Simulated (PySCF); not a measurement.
# CuH10O5 (+2): ligand-field states

Wanted: ligand-field states for CuH10O5 (+2).

Computed with PySCF 2.14.0 and routines of our own; the level stands in each step. Atoms count from 0.

### 1 The system as given

16 atoms, charge 2, states of the metal's open shell are computed; geometry from: model start, shaken.

### 2 Geometry optimisation at PBE0-D3(BJ)/def2-SVP

Job settings and geometry (Å):

```
{"job": {"xc": "PBE0", "basis": "def2-SVP", "d3": "d3bj", "grid": 1, "maxiter": 45, "solvent": "water", "kind": "geom"}, "charge": 2, "metal": "Cu", "open_shell": "d9"}
Cu     0.000020     0.004480    -0.004110
O     -0.013360    -0.006820     2.015130
H      0.775900     0.020100     2.597620
H     -0.784310     0.007350     2.610350
O      0.001580    -0.013960    -2.030440
H      0.785430    -0.020160    -2.611860
H     -0.803520    -0.019340    -2.632630
O      2.026470    -0.019010     0.004070
H      2.607350     0.772200    -0.037750
H      2.596920    -0.775730     0.001700
O     -1.037950     1.750870    -0.014680
H     -1.985800     1.884410    -0.012110
H     -0.631820     2.656760    -0.008750
O     -1.016680    -1.756380     0.000960
H     -0.649710    -2.642350     0.020380
H     -1.996880    -1.855610     0.001790
```

Command:

```console
> OMP_NUM_THREADS=1 python lf_run.py task.json out
```

One launch serves the whole session: the jobs run in the order shown.

Log:

```text
step   0  E = -2021.26510851  max force = 0.029426
step   1  E = -2021.27026691  max force = 0.003110
step   2  E = -2021.27078222  max force = 0.003825
step   3  E = -2021.27103618  max force = 0.001658
step   4  E = -2021.27119461  max force = 0.001609
step   5  E = -2021.27142594  max force = 0.007764
step   6  E = -2021.27182790  max force = 0.008615
step   7  E = -2021.27237788  max force = 0.007540
step   8  E = -2021.27346178  max force = 0.003959
step   9  E = -2021.27398668  max force = 0.004664
step  10  E = -2021.27195062  max force = 0.023472
step  11  E = -2021.27550054  max force = 0.008871
step  12  E = -2021.27633507  max force = 0.007391
step  13  E = -2021.27724265  max force = 0.009454
step  14  E = -2021.27777545  max force = 0.004402
step  15  E = -2021.27870181  max force = 0.003300
step  16  E = -2021.27897406  max force = 0.005158
step  17  E = -2021.27927282  max force = 0.005209
step  18  E = -2021.27988000  max force = 0.003705
step  19  E = -2021.28044374  max force = 0.004521
step  20  E = -2021.28131388  max force = 0.004898
step  21  E = -2021.28172641  max force = 0.004682
step  22  E = -2021.28237154  max force = 0.006481
step  23  E = -2021.28319259  max force = 0.002528
step  24  E = -2021.28363971  max force = 0.002514
step  25  E = -2021.28389483  max force = 0.001615
step  26  E = -2021.28400130  max force = 0.001167
step  27  E = -2021.28411143  max force = 0.000797
step  28  E = -2021.28419039  max force = 0.001342
step  29  E = -2021.28423368  max force = 0.001498
step  30  E = -2021.28428747  max force = 0.001058
step  31  E = -2021.28433233  max force = 0.000773
step  32  E = -2021.28440682  max force = 0.001406
step  33  E = -2021.28446547  max force = 0.001479
step  34  E = -2021.28453944  max force = 0.000904
step  35  E = -2021.28457642  max force = 0.000643
step  36  E = -2021.28460293  max force = 0.001296
step  37  E = -2021.28460429  max force = 0.001383
step  38  E = -2021.28463130  max force = 0.000808
step  39  E = -2021.28466110  max force = 0.000536
step  40  E = -2021.28465879  max force = 0.000938
step  41  E = -2021.28467213  max force = 0.000691
step  42  E = -2021.28468519  max force = 0.000350
optimisation converged
```

It took 26 min on 1 thread of Arm Neoverse V1, shared host; peak memory 1.4 GiB.

The steps of the relaxation: (not every step is listed) (the energy doesn't fall at every step)

| step | energy from step 0 (eV) | largest force component (eV/Å) |
| --- | --- | --- |
| 0 | 0.0000 | 1.5131 |
| 1 | -0.1404 | 0.1599 |
| 2 | -0.1544 | 0.1967 |
| 3 | -0.1613 | 0.0853 |
| 4 | -0.1656 | 0.0827 |
| 5 | -0.1719 | 0.3992 |
| 6 | -0.1828 | 0.4430 |
| 7 | -0.1978 | 0.3877 |
| 8 | -0.2273 | 0.2036 |
| 10 | -0.1862 | 1.2070 |
| 12 | -0.3055 | 0.3801 |
| 14 | -0.3447 | 0.2264 |
| 16 | -0.3773 | 0.2652 |
| 18 | -0.4020 | 0.1905 |
| 20 | -0.4410 | 0.2519 |
| 22 | -0.4698 | 0.3333 |
| 24 | -0.5043 | 0.1293 |
| 26 | -0.5141 | 0.0600 |
| 28 | -0.5192 | 0.0690 |
| 30 | -0.5219 | 0.0544 |
| 32 | -0.5251 | 0.0723 |
| 34 | -0.5287 | 0.0465 |
| 36 | -0.5305 | 0.0666 |
| 37 | -0.5305 | 0.0711 |
| 38 | -0.5312 | 0.0415 |
| 39 | -0.5321 | 0.0276 |
| 40 | -0.5320 | 0.0482 |
| 41 | -0.5324 | 0.0355 |
| 42 | -0.5327 | 0.0180 |

Close pairs (by a distance rule), those that changed most:

| bond | before (Å) | after (Å) | change (Å) |
| --- | --- | --- | --- |
| Cu0–O13 | 2.033 | 2.170 | +0.136 |
| O4–H6 | 1.005 | 0.971 | -0.035 |
| Cu0–O4 | 2.026 | 1.992 | -0.034 |
| Cu0–O1 | 2.019 | 1.988 | -0.032 |
| Cu0–O10 | 2.032 | 2.005 | -0.027 |
| O7–H9 | 0.948 | 0.971 | +0.023 |
| O10–H12 | 0.993 | 0.971 | -0.022 |
| O13–H15 | 0.985 | 0.968 | -0.018 |

The final coordinates are the input of the step that follows.

| at the end point | value |
| --- | --- |
| point group (found at 0.08 Å tolerance) | C1 |
| rotational constants (GHz, main isotopes) | 2.126, 2.047, 1.665 |
| ⟨S²⟩ | 0.751 |

### 3 Ligand-field states: state-averaged CASSCF in water

Job settings and geometry (Å):

```
{"job": {"kind": "lf", "basis": {"metal": "x2c-TZVPall", "ligand": "x2c-SVPall"}, "nevpt": true, "solvent": "water"}, "charge": 2, "metal": "Cu", "open_shell": "d9"}
Cu     0.000000     0.000000     0.000000
O      1.973505    -0.058186    -0.230791
H      2.252118    -0.941583    -0.521596
H      2.325659     0.559595    -0.891052
O     -1.984382     0.026055    -0.171165
H     -2.428436    -0.544590     0.476193
H     -2.338997     0.916522    -0.017917
O      0.034976    -1.997081    -0.216598
H     -0.543269    -2.325888    -0.923137
H     -0.198650    -2.513458     0.571366
O     -0.050006     1.995075    -0.191073
H      0.600137     2.477750     0.343983
H      0.076019     2.308068    -1.101249
O     -0.068902     0.020041     2.168348
H      0.391739    -0.709741     2.606386
H      0.294677     0.816491     2.580440
```

Method: state-averaged CASSCF of the metal d shell, SC-NEVPT2 on the averaged canonical orbitals, state-interaction spin-orbit coupling.

Log:

```text
basis functions 168, electrons 77, active (9e, 5o)
stage 1: DIIS on the effective Fock matrix, level shift 0.30
cycle   1  E = -2032.5008597220  dE = -2.033e+03  max|g| = 7.492e-01
cycle   2  E = -2033.0019853394  dE = -5.011e-01  max|g| = 6.319e-01
cycle   3  E = -2032.8853182828  dE =  1.167e-01  max|g| = 5.351e-01
cycle   4  E = -2033.0681334084  dE = -1.828e-01  max|g| = 5.338e-02
cycle   5  E = -2033.1138032193  dE = -4.567e-02  max|g| = 4.205e-02
cycle   6  E = -2033.1231344185  dE = -9.331e-03  max|g| = 2.535e-02
cycle   7  E = -2033.1245044999  dE = -1.370e-03  max|g| = 3.519e-02
cycle   8  E = -2033.1274184202  dE = -2.914e-03  max|g| = 2.301e-02
cycle   9  E = -2033.1283993008  dE = -9.809e-04  max|g| = 2.111e-02
cycle  10  E = -2033.1283025771  dE =  9.672e-05  max|g| = 2.207e-02
cycle  11  E = -2033.1268860230  dE =  1.417e-03  max|g| = 2.935e-02
cycle  12  E = -2033.1232644767  dE =  3.622e-03  max|g| = 3.862e-02
cycle  13  E = -2033.1126498999  dE =  1.061e-02  max|g| = 5.870e-02
cycle  14  E = -2033.0961805068  dE =  1.647e-02  max|g| = 8.026e-02
cycle  15  E = -2033.0691630277  dE =  2.702e-02  max|g| = 1.018e-01
stage 2: quasi-Newton rotations from the point of smallest gradient
cycle  17  E = -2033.1315207542  dE = -3.121e-03  max|g| = 3.643e-03
cycle  18  E = -2033.1315645612  dE = -4.381e-05  max|g| = 1.183e-03
cycle  19  E = -2033.1315657964  dE = -1.235e-06  max|g| = 9.419e-04
cycle  20  E = -2033.1315663017  dE = -5.053e-07  max|g| = 1.435e-04
cycle  21  E = -2033.1315663203  dE = -1.853e-08  max|g| = 6.243e-05
cycle  22  E = -2033.1315663293  dE = -9.036e-09  max|g| = 1.150e-05
cycle  23  E = -2033.1315663297  dE = -3.927e-10  max|g| = 3.839e-06
converged average energy = -2033.1315663297

 mult deg   label        CASSCF/cm-1   NEVPT2/cm-1
   2   1   2D                  0.0           0.0
   2   1   2D               6078.0        7988.3
   2   1   2D               7718.6       10500.1
   2   1   2D               8345.8       11109.2
   2   1   2D               9123.5       12159.6

spin-orbit levels / cm-1
      0.00  x2  2D 0.99
   7842.35  x2  2D 0.94
  10273.09  x2  2D 0.69 2D 0.22 2D 0.09
  11479.01  x2  2D 0.65 2D 0.28 2D 0.05
  12600.09  x2  2D 0.85 2D 0.10 2D 0.04
```

Run time: 12 s. Hardware: 1 thread of Arm Neoverse V1, shared host; peak memory 0.76 GiB.

In short:

| quantity | value |
| --- | --- |
| spin-orbit constant ζ | 808 cm⁻¹ |

Powder susceptibility:

| T (K) | χT (cm³ K/mol) | μ(eff) |
| --- | --- | --- |
| 2 | 0.480 | 1.96 |
| 5 | 0.481 | 1.96 |
| 10 | 0.481 | 1.96 |
| 20 | 0.482 | 1.96 |
| 30 | 0.483 | 1.97 |
| 50 | 0.484 | 1.97 |
| 75 | 0.486 | 1.97 |
| 100 | 0.489 | 1.98 |
| 150 | 0.493 | 1.99 |
| 200 | 0.497 | 1.99 |
| 250 | 0.501 | 2.00 |
| 300 | 0.505 | 2.01 |

The fields below are evaluated on a grid from the run's orbitals.

The spin density lies nearest to Cu0 94 %.

### 4 Ligand-field states: state-averaged CASSCF (basis x2c-TZVPall) in water

Settings changed since step 3:

```diff
@@ -1,2 +1,2 @@
-{"job": {"kind": "lf", "basis": {"metal": "x2c-TZVPall", "ligand": "x2c-SVPall"}, "nevpt": true, "solvent": "water"}, "charge": 2, "metal": "Cu", "open_shell": "d9"}
+{"job": {"kind": "lf", "basis": "x2c-TZVPall", "nevpt": true, "solvent": "water"}, "charge": 2, "metal": "Cu", "open_shell": "d9"}
 Cu     0.000000     0.000000     0.000000
```

Method: state-averaged CASSCF of the metal d shell, SC-NEVPT2 on the averaged canonical orbitals, state-interaction spin-orbit coupling.

Log:

```text
basis functions 263, electrons 77, active (9e, 5o)
stage 1: DIIS on the effective Fock matrix, level shift 0.30
cycle   1  E = -2032.9247025634  dE = -2.033e+03  max|g| = 6.332e-01
cycle   2  E = -2033.4513576902  dE = -5.267e-01  max|g| = 5.908e-01
cycle   3  E = -2033.3448132440  dE =  1.065e-01  max|g| = 5.306e-01
cycle   4  E = -2033.5108588645  dE = -1.660e-01  max|g| = 7.583e-02
cycle   5  E = -2033.5719216828  dE = -6.106e-02  max|g| = 4.231e-02
cycle   6  E = -2033.5844439571  dE = -1.252e-02  max|g| = 3.603e-02
cycle   7  E = -2033.5785374576  dE =  5.906e-03  max|g| = 2.905e-02
cycle   8  E = -2033.5766942826  dE =  1.843e-03  max|g| = 5.718e-02
cycle   9  E = -2033.5747821401  dE =  1.912e-03  max|g| = 6.640e-02
cycle  10  E = -2033.5684082101  dE =  6.374e-03  max|g| = 7.706e-02
cycle  11  E = -2033.5565900226  dE =  1.182e-02  max|g| = 8.072e-02
cycle  12  E = -2033.5338992792  dE =  2.269e-02  max|g| = 6.200e-02
cycle  13  E = -2033.4998522487  dE =  3.405e-02  max|g| = 9.297e-02
cycle  14  E = -2033.4576943500  dE =  4.216e-02  max|g| = 1.104e-01
cycle  15  E = -2033.4039249628  dE =  5.377e-02  max|g| = 1.565e-01
stage 2: quasi-Newton rotations from the point of smallest gradient
cycle  17  E = -2033.5893455443  dE = -1.081e-02  max|g| = 8.932e-03
cycle  18  E = -2033.5895667663  dE = -2.212e-04  max|g| = 1.045e-02
cycle  19  E = -2033.5896114196  dE = -4.465e-05  max|g| = 4.316e-03
cycle  20  E = -2033.5896186652  dE = -7.246e-06  max|g| = 4.611e-04
cycle  21  E = -2033.5896189886  dE = -3.234e-07  max|g| = 1.420e-04
cycle  22  E = -2033.5896190377  dE = -4.910e-08  max|g| = 1.782e-05
cycle  23  E = -2033.5896190414  dE = -3.693e-09  max|g| = 8.074e-06
converged average energy = -2033.5896190414

 mult deg   label        CASSCF/cm-1   NEVPT2/cm-1
   2   1   2D                  0.0           0.0
   2   1   2D               6142.7        7945.3
   2   1   2D               7651.5       10315.7
   2   1   2D               8345.4       10962.0
   2   1   2D               9123.3       12004.9

spin-orbit levels / cm-1
      0.00  x2  2D 0.99
   7795.39  x2  2D 0.94 2D 0.03
  10100.16  x2  2D 0.70 2D 0.21 2D 0.08
  11324.83  x2  2D 0.66 2D 0.27 2D 0.05
  12451.72  x2  2D 0.84 2D 0.10 2D 0.04
```

It took 31 s on 1 thread of Arm Neoverse V1, shared host; peak memory 1.1 GiB.

From this job:

| quantity | value |
| --- | --- |
| spin-orbit constant ζ | 807 cm⁻¹ |

Powder susceptibility:

| T (K) | χT (cm³ K/mol) | μ(eff) |
| --- | --- | --- |
| 2 | 0.482 | 1.96 |
| 20 | 0.484 | 1.97 |
| 100 | 0.490 | 1.98 |
| 300 | 0.508 | 2.02 |

### 5 Ligand field across the series

From the NEVPT2 states (cm⁻¹; the spread is that of the fitted one-electron ligand-field levels):

| step | setting | ground state | next state | orbital spread | ζ | μ(eff), 300 K |
| --- | --- | --- | --- | --- | --- | --- |
| 3 | as given | 2D | 2D at 7988 | 12160 | 808 | 2.01 |
| 4 | basis x2c-TZVPall | 2D | 2D at 7945 | 12005 | 807 | 2.02 |

### 6 Outcome

```
                                                                 quantity                 value
                                                              point group                    C1
                                     rotational constants (main isotopes)  2.13, 2.05, 1.67 GHz
           spin-orbit constant ζ (step 3, state-averaged CASSCF in water)              808 cm⁻¹
ground multiplicity, μ(eff) at 300 K (step 3, 5 donors at 1.99 to 2.17 Å)            2, 2.01 μB
ground multiplicity, μ(eff) at 300 K (step 4, 5 donors at 1.99 to 2.17 Å)            2, 2.02 μB
```

Over 42 steps the energy fell by 0.533 eV; of the close pairs, Cu0–O13 changed most, 2.033 to 2.170 Å. In step 3, χT goes from 0.48 at 2 K to 0.51 cm³ K/mol at 300 K: nearly flat, so one level governs the whole range.
